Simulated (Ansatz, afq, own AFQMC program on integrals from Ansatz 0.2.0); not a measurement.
# CHGe (sextet): quantum Monte Carlo beside coupled cluster, cc-pVDZ

Aim: compute CHGe (sextet) with auxiliary-field quantum Monte Carlo on the same integrals as coupled cluster, and set the energies side by side.

Computed with Ansatz 0.2.0, Gaussian basis, and an in-house AFQMC program (afq) on its integrals; all values are calculated. Level: cc-pVDZ, frozen cores.

The runs, in order: PBE (unrestricted); r2SCAN (unrestricted); PBE0 (unrestricted); B3LYP (unrestricted); wB97M-V (unrestricted); B2PLYP (unrestricted); CCSD(T) on UHF; CCSDT(Q) on UHF; Phaseless AFQMC, CISD trial on UHF; Phaseless AFQMC, single-determinant trial on UHF.

## Step 1: The geometry

The geometry is a PBE0/def2-TZVP stationary point (not a proven minimum) of the parent state, kept for this charge and spin. No spin-orbit coupling is included. The filled d shell of Ge may be among the frozen orbitals whatever the setting's name suggests; the logs give the count.

3 atoms, charge 0, spin multiplicity 6.

Atoms are counted from 1 here; the program's logs count them from 0.

Bond lengths: Ge1–C2 1.987 Å, C2–H3 1.097 Å. Angles: Ge1–C2–H3 132.1°.

## Step 2: PBE (unrestricted)

in.yaml

```yaml
crystal:
  periodic: [false, false, false]
  atoms:
    - {symbol: Ge, position_ang: [0.000000, 0.014036, 0.310508]}
    - {symbol: C, position_ang: [0.000000, -0.136900, -1.670999]}
    - {symbol: H, position_ang: [0.000000, 0.619772, -2.465821]}
basis:
  gaussian: {orbitals: cc-pVDZ}
magnetization: {spin_polarized: true, initial_magnetization: 5}
hamiltonian: {xc: {name: PBE}}
output: {orbitals: {seedname: orbitals}}
```

Run with:

```console
ansatz run in.yaml --threads 1 --pin off --events-out ev --progress --plain --max-ram 1843MiB
```

What it wrote:

```text
Functional definition: PBE
  name "PBE"
  cite "Perdew, Burke & Ernzerhof, Phys. Rev. Lett. 77, 3865 (1996) doi:10.1103/PhysRevLett.77.3865"
  parent pbe
  parameter kappa = 0.804
  parameter beta = 0.06672455060314922
  exchange = pbe_x(kappa = kappa, mu = beta*pi^2/3)
  correlation = pbe_c(beta = beta)
506 factors; integrals over basis functions are off by at most 6.6e-4 eV
mean field evaluation 1: about -57550.4010 eV, gradient 1.6e1 eV
mean field evaluation 2: about -57547.7458 eV, gradient 2.4e1 eV
mean field evaluation 4: about -57551.9425 eV, gradient 7.4e-1 eV
mean field evaluation 8: about -57551.9462 eV, gradient 8.0e-3 eV
mean field -57551.94617340 eV, -2114.9950117623 hartree, gradient 1.2e-5 eV, S^2 8.754846; 0 other end points of the search recorded, 0 dependent functions left out
reference -57551.94620141 eV, -2114.9950127917 hartree; 22, 17 occupied and 24, 29 virtual orbitals, 506 factors
Total energy: -57551.94620141 eV, -2114.9950127917 hartree
```

Wall time 0.93 s (1 thread of Arm Neoverse V2, shared host).

From the report: ⟨S²⟩ of the determinant 8.755 (pure sextet: 8.75).

## Step 3: r2SCAN (unrestricted)

Changes to in.yaml since step 2:

```diff
@@ -9,3 +9,2 @@
 magnetization: {spin_polarized: true, initial_magnetization: 5}
-hamiltonian: {xc: {name: PBE}}
-output: {orbitals: {seedname: orbitals}}
+hamiltonian: {xc: {name: r2SCAN}}
```

Same command.

What it wrote:

```text
Functional definition: r2SCAN
  name "r2SCAN"
  cite "Furness, Kaplan, Ning, Perdew & Sun, J. Phys. Chem. Lett. 11, 8208 (2020) doi:10.1021/acs.jpclett.0c02405"
  cite "Furness, Kaplan, Ning, Perdew & Sun, J. Phys. Chem. Lett. 11, 9248 (2020) doi:10.1021/acs.jpclett.0c03077"
  parent r2scan
  parameter k0 = 0.174
  parameter k1 = 0.065
  parameter a1 = 4.9479
  exchange = r2scan_x(k0 = k0, k1 = k1, a1 = a1)
  correlation = r2scan_c
506 factors; integrals over basis functions are off by at most 6.6e-4 eV
mean field evaluation 1: about -57560.2792 eV, gradient 1.3e1 eV
mean field evaluation 2: about -57559.4929 eV, gradient 1.6e1 eV
mean field evaluation 4: about -57561.4291 eV, gradient 5.6e-1 eV
mean field evaluation 8: about -57561.4345 eV, gradient 7.8e-3 eV
mean field -57561.43445771 eV, -2115.3436997792 hartree, gradient 3.0e-5 eV, S^2 8.761033; 0 other end points of the search recorded, 0 dependent functions left out
reference -57561.43446646 eV, -2115.3437001006 hartree; 22, 17 occupied and 24, 29 virtual orbitals, 506 factors
Total energy: -57561.43446646 eV, -2115.3437001006 hartree
```

Wall time 2 s (1 thread of Arm Neoverse V2, shared host).

From the report: ⟨S²⟩ of the determinant 8.761 (pure sextet: 8.75).

## Step 4: PBE0 (unrestricted)

Changes to in.yaml since step 3:

```diff
@@ -9,2 +9,3 @@
 magnetization: {spin_polarized: true, initial_magnetization: 5}
-hamiltonian: {xc: {name: r2SCAN}}
+hamiltonian: {xc: {name: PBE0}}
+output: {orbitals: {seedname: orbitals}}
```

Same command.

What it wrote:

```text
Functional definition: PBE0
  name "PBE0"
  cite "Adamo & Barone, J. Chem. Phys. 110, 6158 (1999) doi:10.1063/1.478522"
  cite "Perdew, Burke & Ernzerhof, Phys. Rev. Lett. 77, 3865 (1996) doi:10.1103/PhysRevLett.77.3865"
  parent pbe
  parameter a = 0.25
  parameter kappa = 0.804
  parameter beta = 0.06672455060314922
  exchange = (1 - a)*pbe_x(kappa = kappa, mu = beta*pi^2/3) + a*exact_x
  correlation = pbe_c(beta = beta)
506 factors; integrals over basis functions are off by at most 6.6e-4 eV
mean field evaluation 1: about -57552.9402 eV, gradient 1.1e1 eV
mean field evaluation 2: about -57552.9658 eV, gradient 1.0e1 eV
mean field evaluation 4: about -57553.7111 eV, gradient 3.0e-1 eV
mean field evaluation 8: about -57553.7552 eV, gradient 3.2e-2 eV
mean field evaluation 16: about -57553.7552 eV, gradient 1.0e-5 eV
mean field -57553.75523573 eV, -2115.0614935767 hartree, gradient 1.1e-5 eV, S^2 8.757223; 0 other end points of the search recorded, 0 dependent functions left out
reference -57553.75525672 eV, -2115.0614943482 hartree; 22, 17 occupied and 24, 29 virtual orbitals, 506 factors
Total energy: -57553.75525672 eV, -2115.0614943482 hartree
```

Wall time 1.2 s (1 thread of Arm Neoverse V2, shared host).

From the report: ⟨S²⟩ of the determinant 8.757 (pure sextet: 8.75).

## Step 5: B3LYP (unrestricted)

Changes to in.yaml since step 4:

```diff
@@ -9,3 +9,2 @@
 magnetization: {spin_polarized: true, initial_magnetization: 5}
-hamiltonian: {xc: {name: PBE0}}
-output: {orbitals: {seedname: orbitals}}
+hamiltonian: {xc: {name: B3LYP}}
```

Same command.

What it wrote, cut to the lines that bear on the results:

```text
Functional definition: B3LYP
  name "B3LYP"
  cite "Stephens, Devlin, Chabalowski & Frisch, J. Phys. Chem. 98, 11623 (1994) doi:10.1021/j100096a001"
  cite "Becke, Phys. Rev. A 38, 3098 (1988) doi:10.1103/PhysRevA.38.3098"
  cite "Lee, Yang & Parr, Phys. Rev. B 37, 785 (1988) doi:10.1103/PhysRevB.37.785"
  cite "Vosko, Wilk & Nusair, Can. J. Phys. 58, 1200 (1980) doi:10.1139/p80-159"
[...]
506 factors; integrals over basis functions are off by at most 6.6e-4 eV
[...]
mean field -57563.11229663 eV, -2115.4053592221 hartree, gradient 2.8e-5 eV, S^2 8.755868; 0 other end points of the search recorded, 0 dependent functions left out
reference -57563.11246827 eV, -2115.4053655300 hartree; 22, 17 occupied and 24, 29 virtual orbitals, 506 factors
Total energy: -57563.11246827 eV, -2115.4053655300 hartree
```

Wall time 1.2 s (1 thread of Arm Neoverse V2, shared host).

From the report: ⟨S²⟩ of the determinant 8.756 (pure sextet: 8.75).

## Step 6: wB97M-V (unrestricted)

Changes to in.yaml since step 5:

```diff
@@ -9,2 +9,3 @@
 magnetization: {spin_polarized: true, initial_magnetization: 5}
-hamiltonian: {xc: {name: B3LYP}}
+hamiltonian: {xc: {name: wB97M-V}}
+output: {orbitals: {seedname: orbitals}}
```

Launched as before.

What it wrote, cut to the lines that bear on the results:

```text
Functional definition: wB97M-V
  name "wB97M-V"
  cite "Mardirossian & Head-Gordon, J. Chem. Phys. 144, 214110 (2016) doi:10.1063/1.4952647"
  cite "Becke, J. Chem. Phys. 107, 8554 (1997) doi:10.1063/1.475007"
  cite "Vydrov & Van Voorhis, J. Chem. Phys. 133, 244103 (2010) doi:10.1063/1.3521275"
  # Of w^i u^j: cxij and so on, Table III.
[...]
  gx(w, u) = 1 - cx + cx01*u + cx10*w
  gss(w, u) = css00 + css04*u^4 + css10*w + css20*w^2 + css43*w^4*u^3
  gos(w, u) = cos00 + cos10*w + (cos20 + cos21*u)*w^2 + (cos60 + cos61*u)*w^6
[...]
      + integral(e_c_pw_mod_opposite_spin*gos(b97_w_opposite, b97_u_opposite)) + vv10(b, c)
506 factors; integrals over basis functions are off by at most 6.6e-4 eV
141 factors; integrals over basis functions are off by at most 6.0e-6 eV
[...]
mean field -57558.34760695 eV, -2115.2302601062 hartree, gradient 5.3e-5 eV, S^2 8.756651; 0 other end points of the search recorded, 0 dependent functions left out
reference -57558.34763374 eV, -2115.2302610907 hartree; 22, 17 occupied and 24, 29 virtual orbitals, 506 factors
Total energy: -57558.34763374 eV, -2115.2302610907 hartree
```

Wall time 5 s (1 thread of Arm Neoverse V2, shared host).

From the report: ⟨S²⟩ of the determinant 8.757 (pure sextet: 8.75).

## Step 7: B2PLYP (unrestricted)

Changes to in.yaml since step 6:

```diff
@@ -9,3 +9,3 @@
 magnetization: {spin_polarized: true, initial_magnetization: 5}
-hamiltonian: {xc: {name: wB97M-V}}
-output: {orbitals: {seedname: orbitals}}
+hamiltonian: {xc: {name: B2PLYP}}
+correlation: {electrons: outside_noble_gas}
```

Same command.

What it wrote, cut to the lines that bear on the results:

```text
Functional definition: B2PLYP
  name "B2PLYP"
  cite "Grimme, J. Chem. Phys. 124, 034108 (2006) doi:10.1063/1.2148954"
  cite "Becke, Phys. Rev. A 38, 3098 (1988) doi:10.1103/PhysRevA.38.3098"
  cite "Lee, Yang & Parr, Phys. Rev. B 37, 785 (1988) doi:10.1103/PhysRevB.37.785"
[...]
506 factors; integrals over basis functions are off by at most 6.6e-4 eV
[...]
mean field -57548.44538893 eV, -2114.8663603060 hartree, gradient 2.1e-6 eV, S^2 8.761132; 0 other end points of the search recorded, 0 dependent functions left out
15 core orbitals not correlated: weight in the atoms' cores, before any rotation towards them, 0.999 or more for the frozen orbitals, at most 0.001 for the correlated occupied ones
reference -57548.44549773 eV, -2114.8663643041 hartree; 7, 2 occupied and 24, 29 virtual orbitals, 506 factors
second order -4.01014848 eV of doubles, -0.00000000 eV of singles
Total energy: -57549.52823782 eV, -2114.9061542685 hartree
```

It took 1.2 s on 1 thread of Arm Neoverse V2, shared host.

From the report: ⟨S²⟩ of the determinant 8.761 (pure sextet: 8.75).

## Step 8: CCSD(T) on UHF

Changes to in.yaml since step 7:

```diff
@@ -9,3 +9,2 @@
 magnetization: {spin_polarized: true, initial_magnetization: 5}
-hamiltonian: {xc: {name: B2PLYP}}
-correlation: {electrons: outside_noble_gas}
+correlation: {method: ccsd_t, electrons: outside_noble_gas, hamiltonian_folder: ham}
```

The command is unchanged.

What it wrote, cut to the lines that bear on the results:

```text
Functional definition: HF
  name "HF"
  cite "Fock, Z. Phys. 61, 126 (1930) doi:10.1007/BF01340294"
  parent pbe
[...]
506 factors; integrals over basis functions are off by at most 6.6e-4 eV
[...]
mean field -57513.37942439 eV, -2113.5777098777 hartree, gradient 6.3e-6 eV, S^2 8.774019; 0 other end points of the search recorded, 0 dependent functions left out
15 core orbitals not correlated: weight in the atoms' cores, before any rotation towards them, 0.999 or more for the frozen orbitals, at most 0.001 for the correlated occupied ones
reference -57513.37942439 eV, -2113.5777098777 hartree; 7, 2 occupied and 24, 29 virtual orbitals, 506 factors
second order -3.13222550 eV of doubles, -0.00000000 eV of singles
cycle   1  -3.64205949 eV  change   -5.1e-1 eV  update   5.7e-2
[...]
cycle  10  -3.86617972 eV  change   -4.5e-6 eV  update   1.1e-5
perturbative correction -0.09573532 eV, -0.0035182082 hartree
Total energy: -57517.34133944 eV, -2113.7233075701 hartree
```

It took 0.84 s on 1 thread of Arm Neoverse V2, shared host.

From the report: ⟨S²⟩ of the determinant 8.774 (pure sextet: 8.75); correlation -3.9619 eV; T1 0.018; largest double amplitude 0.05.

This run also writes the integrals to the folder ham.

## Step 9: CCSDT(Q) on UHF

Changes to in.yaml since step 8:

```diff
@@ -9,2 +9,2 @@
 magnetization: {spin_polarized: true, initial_magnetization: 5}
-correlation: {method: ccsd_t, electrons: outside_noble_gas, hamiltonian_folder: ham}
+correlation: {method: ccsdt_q, electrons: outside_noble_gas}
```

The command is unchanged.

What it wrote, cut to the lines that bear on the results:

```text
Functional definition: HF
  name "HF"
  cite "Fock, Z. Phys. 61, 126 (1930) doi:10.1007/BF01340294"
  parent pbe
[...]
870 factors; integrals over basis functions are off by at most 1.5e-7 eV
[...]
mean field -57513.37952080 eV, -2113.5777134207 hartree, gradient 3.9e-6 eV, S^2 8.774019; 0 other end points of the search recorded, 0 dependent functions left out
15 core orbitals not correlated: weight in the atoms' cores, before any rotation towards them, 0.999 or more for the frozen orbitals, at most 0.001 for the correlated occupied ones
reference -57513.37952080 eV, -2113.5777134207 hartree; 7, 2 occupied and 24, 29 virtual orbitals, 870 factors
second order -3.13222594 eV of doubles, -0.00000000 eV of singles
cycle   1  -3.64205343 eV  change   -5.1e-1 eV  update   6.2e-2
[...]
cycle  16  -3.98476793 eV  change    6.2e-7 eV  update   3.2e-7
perturbative correction -0.00558183 eV, -0.0002051286 hartree
Total energy: -57517.36987057 eV, -2113.7243560698 hartree
```

Wall time 6.5 s (1 thread of Arm Neoverse V2, shared host).

From the report: ⟨S²⟩ of the determinant 8.774 (pure sextet: 8.75); correlation -3.9903 eV; T1 0.020; largest double amplitude 0.06.

## Step 10: Phaseless AFQMC, CISD trial on UHF

It reads the integrals that the CCSD(T) run on this determinant wrote.

Run with:

```console
afq ham --method phaseless --trial cisd --walkers 60 --populations 1 --least-time 40 --time-step 0.005 --steps-per-block 50 --equilibration-blocks 28 --max-blocks 300 --target-error 0.00036 --factor-cut 1e-05 --start spin_pure --seed 9453 --release-times 0.24,0.51,0.99,1.62,2.4 --release-step 0.03 --release-every 4 --taylor-order 6
```

What it wrote:

```text
orbitals 31  electrons 7 2  factors 235 of 506
reference energy -2113.57770988 Eh
CCSD correlation -0.14207948 Eh in 11 cycles, weight of the determinant in the CISD state 0.9165
energy of the start -2113.719416 Eh
 block  time / (1/Eh)  mean weight  energy / Eh
     1     0.250  1.0004  -2113.718774
     2     0.500  0.9989  -2113.719995
     3     0.750  0.9996  -2113.721312
     4     1.000  1.0009  -2113.720678
     5     1.250  0.9982  -2113.722491
     6     1.500  1.0002  -2113.722260
     7     1.750  0.9991  -2113.722012
     8     2.000  0.9992  -2113.722721
     9     2.250  0.9994  -2113.723438
    10     2.500  1.0000  -2113.724461
    13     3.250  0.9988  -2113.723183
    17     4.250  1.0005  -2113.727075
    21     5.250  0.9993  -2113.724151
    25     6.250  0.9997  -2113.723848
    29     7.250  1.0004  -2113.722731
    33     8.250  1.0001  -2113.723209
    37     9.250  0.9973  -2113.724918
    41    10.250  0.9982  -2113.724820
    45    11.250  0.9998  -2113.726382
    49    12.250  0.9991  -2113.724914
    53    13.250  0.9996  -2113.722326
    57    14.250  1.0000  -2113.725308
    61    15.250  1.0001  -2113.722842
    65    16.250  0.9995  -2113.724446
    69    17.250  0.9988  -2113.725756
    73    18.250  1.0021  -2113.725130
    77    19.250  1.0014  -2113.726433
    81    20.250  1.0005  -2113.725235
    85    21.250  0.9992  -2113.723102
    89    22.250  0.9976  -2113.721735
    93    23.250  0.9985  -2113.723831
    97    24.250  1.0002  -2113.724462
   101    25.250  0.9998  -2113.723596
   105    26.250  1.0021  -2113.731639
   109    27.250  1.0004  -2113.723828
   113    28.250  0.9999  -2113.726441
   117    29.250  1.0002  -2113.723489
   121    30.250  1.0007  -2113.724188
   125    31.250  0.9996  -2113.725983
   129    32.250  0.9989  -2113.723206
   133    33.250  1.0002  -2113.722127
   137    34.250  1.0002  -2113.723840
   141    35.250  1.0006  -2113.728127
   145    36.250  0.9991  -2113.725515
   149    37.250  1.0017  -2113.723563
   153    38.250  0.9993  -2113.723003
   157    39.250  1.0003  -2113.722963
   161    40.250  0.9998  -2113.724919
   165    41.250  1.0002  -2113.723776
   169    42.250  1.0002  -2113.725125
   173    43.250  0.9979  -2113.724891
   177    44.250  1.0000  -2113.721104
   181    45.250  1.0015  -2113.722563
   185    46.250  1.0008  -2113.725462
blocks merged  error / Eh  count
     1  0.000173  160
     2  0.000210  80
     4  0.000243  40
     8  0.000259  20
    16  0.000292  10
released: time / (1/Eh)  energy / Eh  error  mean overlap
  0.24  -2113.724628  0.000294  0.9996
  0.51  -2113.724224  0.000257  1.0087
  0.99  -2113.724233  0.000230  1.0096
  1.62  -2113.724122  0.000250  1.0152
  2.40  -2113.724201  0.000281  1.0073
energy -2113.724788 +/- 0.000259 Eh
```

Wall time 2 min (1 thread of Arm Neoverse V2, shared host).

Energy -57517.3816 ± 0.0071 eV. Caveats: constraint bias not in the error.

## Step 11: Phaseless AFQMC, single-determinant trial on UHF (settings varied)

It reads the integrals that the CCSD(T) run on this determinant wrote.

Run with:

```console
afq ham --method phaseless --trial hf --walkers 40 --populations 1 --least-time 40 --time-step 0.05 --steps-per-block 25 --equilibration-blocks 24 --max-blocks 80 --target-error 0.00072 --factor-cut 1e-06 --start spin_pure --seed 4905 --release-times 0.3,0.6,0.9,1.2 --release-step 0.02 --release-every 4 --taylor-order 2
```

What it wrote:

```text
orbitals 31  electrons 7 2  factors 276 of 506
reference energy -2113.57770988 Eh
CCSD correlation -0.14207942 Eh in 11 cycles, weight of the determinant in the CISD state 0.9165
energy of the start -2113.578205 Eh
 block  time / (1/Eh)  mean weight  energy / Eh
     1     1.250  1.0481  -2113.692693
     2     2.500  1.0358  -2113.704096
     3     3.750  1.0310  -2113.756168
     4     5.000  1.0114  -2113.730438
     5     6.250  1.0107  -2113.750186
     6     7.500  0.9788  -2113.732709
     7     8.750  1.0093  -2113.703845
     8    10.000  1.0207  -2113.721321
     9    11.250  1.0133  -2113.721182
    10    12.500  1.0221  -2113.720676
    11    13.750  1.0247  -2113.697530
    13    16.250  0.9831  -2113.709759
    15    18.750  0.9932  -2113.733964
    17    21.250  1.0090  -2113.773673
    19    23.750  1.0181  -2113.726404
    21    26.250  0.9917  -2113.740185
    23    28.750  1.0094  -2113.752422
    25    31.250  0.9948  -2113.753929
    27    33.750  0.9904  -2113.723740
    29    36.250  0.9941  -2113.704606
    31    38.750  0.9984  -2113.714319
    33    41.250  0.9982  -2113.756467
    35    43.750  0.9979  -2113.723713
    37    46.250  1.0212  -2113.740340
    39    48.750  0.9983  -2113.738987
    41    51.250  1.0094  -2113.738457
    43    53.750  1.0103  -2113.741208
    45    56.250  1.0069  -2113.759519
    47    58.750  0.9861  -2113.740251
    49    61.250  0.9933  -2113.732990
    51    63.750  1.0107  -2113.733947
    53    66.250  1.0073  -2113.714617
    55    68.750  1.0083  -2113.737495
    57    71.250  1.0031  -2113.740453
    59    73.750  0.9841  -2113.710302
    61    76.250  1.0221  -2113.736180
    63    78.750  0.9929  -2113.746444
    65    81.250  0.9874  -2113.738706
    67    83.750  0.9960  -2113.770365
    69    86.250  1.0016  -2113.706363
    71    88.750  1.0105  -2113.748491
    73    91.250  0.9790  -2113.720009
    75    93.750  1.0299  -2113.734207
    77    96.250  1.0069  -2113.729592
    79    98.750  1.0029  -2113.732484
    81   101.250  0.9842  -2113.727570
    83   103.750  0.9598  -2113.749627
    85   106.250  0.9942  -2113.726260
    87   108.750  1.0040  -2113.716458
    89   111.250  1.0010  -2113.704199
    91   113.750  1.0162  -2113.733067
    93   116.250  0.9840  -2113.718636
    95   118.750  0.9656  -2113.771262
    97   121.250  0.9938  -2113.777092
    99   123.750  1.0069  -2113.747884
   101   126.250  1.0000  -2113.724809
   103   128.750  0.9817  -2113.762704
blocks merged  error / Eh  count
     1  0.002061  80
     2  0.002211  40
     4  0.002255  20
     8  0.002284  10
released: time / (1/Eh)  energy / Eh  error  mean overlap
  0.30  -2113.724259  0.003821  0.9959
  0.60  -2113.720340  0.003523  1.0153
  0.90  -2113.724011  0.003870  0.9941
  1.20  -2113.725130  0.003106  0.9875
energy -2113.733160 +/- 0.002255 Eh
```

Run time: 14 s. Hardware: 1 thread of Arm Neoverse V2, shared host.

Energy -57517.6095 ± 0.0614 eV. The run doesn't count as converged. Caveats: constraint bias not in the error; error above the target.

## Step 12: AFQMC on the ladder

On the UHF determinant, counted from CCSDT(Q) (a yardstick, not exact):

```csv
level,energy (eV),from CCSDT(Q) (kcal/mol),statistical error (kcal/mol),time
HF,-57513.3794,+92.02,,
MP2,-57516.5116,+19.79,,
CCSD,-57517.2456,+2.87,,
CCSD(T),-57517.3413,+0.66,,
CCSDT(Q),-57517.3699,0.00,,
"Phaseless AFQMC, CISD trial, step 0.005, 60 walkers",-57517.3816,-0.27,0.16,2 min
```

The functionals' totals stand on their own zeros and serve differences with other points: PBE -57551.946 eV; r2SCAN -57561.434 eV; PBE0 -57553.755 eV; B3LYP -57563.112 eV; wB97M-V -57558.348 eV; B2PLYP -57549.528 eV.

## Step 13: Summary of results

| quantity | value |
| --- | --- |
| CCSD(T) on UHF from CCSDT(Q) | +0.66 kcal/mol |
| Phaseless AFQMC, CISD trial on UHF from CCSDT(Q) | -0.27 ± 0.16 kcal/mol |

In words: On UHF the phaseless walk with the CISD trial lies -0.27 kcal/mol from CCSDT(Q), within three error bars. Error bars are statistical and leave out the constraint, the time step and what remains of the start.
